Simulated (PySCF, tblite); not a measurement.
# C3H15BGeN2: geometry, infrared bands and NMR shifts

What infrared bands and NMR shifts should C3H15BGeN2 (`CN[B@H-]([NH2+]C)[GeH2][CH3]`) show?

Computed with tblite 0.8.0 and PySCF 2.14.0, with density-fitted response routines of our own, on a single molecule in the gas phase. Atoms count from 0, in the outputs and in this text.

**1. The molecule as given**

22 atoms, charge 0, multiplicity 1; geometry from: force field or distance geometry start.

Bonds of the start (Å): C0–N1 1.44, N1–B2 1.53, B2–N3 1.52, N3–C4 1.42, B2–Ge5 1.99, Ge5–C6 1.93, C0–H7 1.12, C0–H8 1.12, C0–H9 1.12, N1–H10 1.02, B2–H11 1.20, N3–H12 1.07, N3–H13 1.05, C4–H14 1.12, C4–H15 1.11, C4–H16 1.12, Ge5–H17 1.57, Ge5–H18 1.55, C6–H19 1.11, C6–H20 1.12, C6–H21 1.10.

**2. Optimising the geometry with GFN2-xTB**

The job: settings as JSON, then the geometry in Å.

```
{"job": {"kind": "relax", "xc": "GFN2-xTB", "basis": "xTB"}, "charge": 0, "multiplicity": 1}
C     -1.878600    -2.126900    -0.126300
N     -1.352000    -0.896500    -0.660800
B     -0.359900    -0.315400     0.354400
N     -0.651100     1.150500     0.657200
C     -0.663900     2.006900    -0.478000
Ge     1.480000    -0.687900    -0.320700
C      2.839700     0.521100     0.308700
H     -2.981100    -2.178600    -0.285100
H     -1.401600    -3.025400    -0.586900
H     -1.708500    -2.169500     0.976100
H     -2.053600    -0.236500    -1.008700
H     -0.504300    -0.916400     1.384300
H     -1.613700     1.185600     1.113600
H      0.024000     1.550500     1.358900
H     -1.715300     2.120900    -0.850400
H      0.022900     1.668700    -1.281600
H     -0.369800     3.028700    -0.133100
H      1.864600    -2.128500     0.159700
H      1.536100    -0.691300    -1.866300
H      3.391100     0.931500    -0.566600
H      3.599000    -0.085500     0.863600
H      2.485600     1.313400     0.987000
```

Run with:

```bash
$ OMP_NUM_THREADS=1 python probes_run.py task.json out
```

The driver reads the jobs from task.json and runs them one after another.

**Question.** This job is followed by: GFN2-xTB harmonic vibrations, gas phase; GIAO PBE0/pcSseg-1 NMR shielding, non-relativistic, gas phase. Predict these results of the whole session: strongest single infrared mode (GFN2-xTB); zero-point energy (GFN2-xTB); 13C shifts against TMS (PBE0/pcSseg-1); 1H shifts against TMS (PBE0/pcSseg-1, means over atoms taken as alike); 15N shifts against NH3 (PBE0/pcSseg-1); 11B shifts against BF3·OEt2 (PBE0/pcSseg-1); 73Ge shifts against GeMe4 (PBE0/pcSseg-1).

**Answer**, as computed:

```
                                                              quantity                                                      value
                             strongest single infrared mode (GFN2-xTB)                                      1907 cm⁻¹, 708 km/mol
                                          zero-point energy (GFN2-xTB)                                             114.2 kcal/mol
                                13C shifts against TMS (PBE0/pcSseg-1)                                       39.6, 26.1, -8.8 ppm
1H shifts against TMS (PBE0/pcSseg-1, means over atoms taken as alike)  3.75, 3.36, 3.31, 3.00, 2.39, 1.91, 1.40, 1.11, -0.13 ppm
                                15N shifts against NH3 (PBE0/pcSseg-1)                                             51.7, 47.5 ppm
                           11B shifts against BF3·OEt2 (PBE0/pcSseg-1)                                                    2.4 ppm
                             73Ge shifts against GeMe4 (PBE0/pcSseg-1)                                                   -263 ppm
```

**Reading.** Over 207 steps the energy fell by 1.434 eV; of the close pairs, B2–N3 changed most, 1.525 to 1.906 Å. All 60 modes are real, so the xTB geometry is a minimum. The strongest single mode, at 1907 cm⁻¹, moves mainly H17. Unscaled tight-binding wavenumbers are off by several per cent, some by more. Its intensities can rank the bands wrongly. At PBE0/pcSseg-1: The largest span, 209 ppm, is at Ge5, where the paramagnetic term is -1163 ppm. Spin-orbit coupling is left out, which matters for shieldings and couplings at and beside the heavy atoms.
